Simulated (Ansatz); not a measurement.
# C₄H₄Se: one species, many methods

One table from this session's results is given with a row withheld; the runs are named, their logs left out.

Method: functionals in def2-TZVPP, the program's frozen cores in correlated methods; program: Ansatz 0.2.0, Gaussian basis.

Plan: PBE-D4, r2SCAN-D4, PBE0-D4, B3LYP-D4, ωB97X-V, ωB97M-V, B2PLYP; CCSD(T)/def2-TZVPP; MP2/def2-QZVPP; extrapolation to the limit.

### The relaxed structure

All runs share one geometry, relaxed beforehand with PBE0-D4 in a triple-zeta def2 set.

SMILES `C=CC#C[SeH]`, 9 atoms, charge 0, spin multiplicity 1.

Atoms are counted from 1 here; the program's logs count them from 0.

Bond lengths: C1–C2 1.334 Å, C1–H6 1.083 Å, C1–H7 1.082 Å, C2–C3 1.412 Å, C2–H8 1.088 Å, C3–C4 1.210 Å, C4–Se5 1.816 Å, Se5–H9 1.472 Å. Angles: C2–C1–H6 121.6°, C2–C1–H7 120.6°, H6–C1–H7 117.8°, C1–C2–C3 124.9°, C1–C2–H8 119.6°, C3–C2–H8 115.4°, C2–C3–C4 179.0°, C3–C4–Se5 175.6°, C4–Se5–H9 95.3°.

Coordinates:

```
C    -0.0750   -1.9040    0.4337
C     0.6569   -0.9779   -0.1873
C     0.3262    0.3926   -0.2708
C     0.0606    1.5701   -0.3532
Se   -0.2208    3.3534   -0.5502
H    -1.0039   -1.6533    0.9313
H     0.2463   -2.9375    0.4545
H     1.5846   -1.2653   -0.6768
H    -1.4865    3.3755    0.2016
```

Set-up of the first run:

Input file in.yaml:

```yaml
crystal:
  periodic: [false, false, false]
  atoms:
    - {symbol: C, position_ang: [-0.075002, -1.904020, 0.433708]}
    - {symbol: C, position_ang: [0.656923, -0.977925, -0.187319]}
    - {symbol: C, position_ang: [0.326190, 0.392643, -0.270796]}
    - {symbol: C, position_ang: [0.060556, 1.570102, -0.353171]}
    - {symbol: Se, position_ang: [-0.220787, 3.353396, -0.550225]}
    - {symbol: H, position_ang: [-1.003870, -1.653267, 0.931340]}
    - {symbol: H, position_ang: [0.246269, -2.937479, 0.454549]}
    - {symbol: H, position_ang: [1.584604, -1.265295, -0.676825]}
    - {symbol: H, position_ang: [-1.486483, 3.375545, 0.201639]}
basis:
  gaussian: {orbitals: def2-TZVPP}
hamiltonian: {xc: pbe, dispersion: d4}
output: {forces: true, orbitals: {seedname: orbitals}}
```

Command:

```console
$ ansatz run in.yaml --threads 4 --pin off --events-out ev --progress --plain --max-ram 10444MiB
```

Steps of the session up to this table: PBE-D4 (GGA); r2SCAN-D4 (meta-GGA); PBE0-D4 (hybrid); B3LYP-D4 (hybrid); ωB97X-V (range-separated); ωB97M-V (range-separated); B2PLYP (double hybrid); CCSD(T) in def2-TZVPP; MP2 in def2-QZVPP.

One of the session's tables, all rows but one given; the rest of the session is left out.

```
            method  atomisation energy (kcal/mol)
            PBE-D4                          930.0
         r2SCAN-D4                          899.9
           PBE0-D4                          905.6
          B3LYP-D4                          895.9
           ωB97X-V                          890.9
           ωB97M-V                          892.9
            B2PLYP                          888.2
     HF/def2-TZVPP                              ?
    MP2/def2-TZVPP                          893.9
   CCSD/def2-TZVPP                          850.3
CCSD(T)/def2-TZVPP                          869.6
           MP2/CBS                          916.8
       CCSD(T)/CBS                          892.5
```

Estimate the missing values for HF/def2-TZVPP.

As computed: atomisation energy (kcal/mol): 635.1. In the column «atomisation energy (kcal/mol)» it is the lowest.
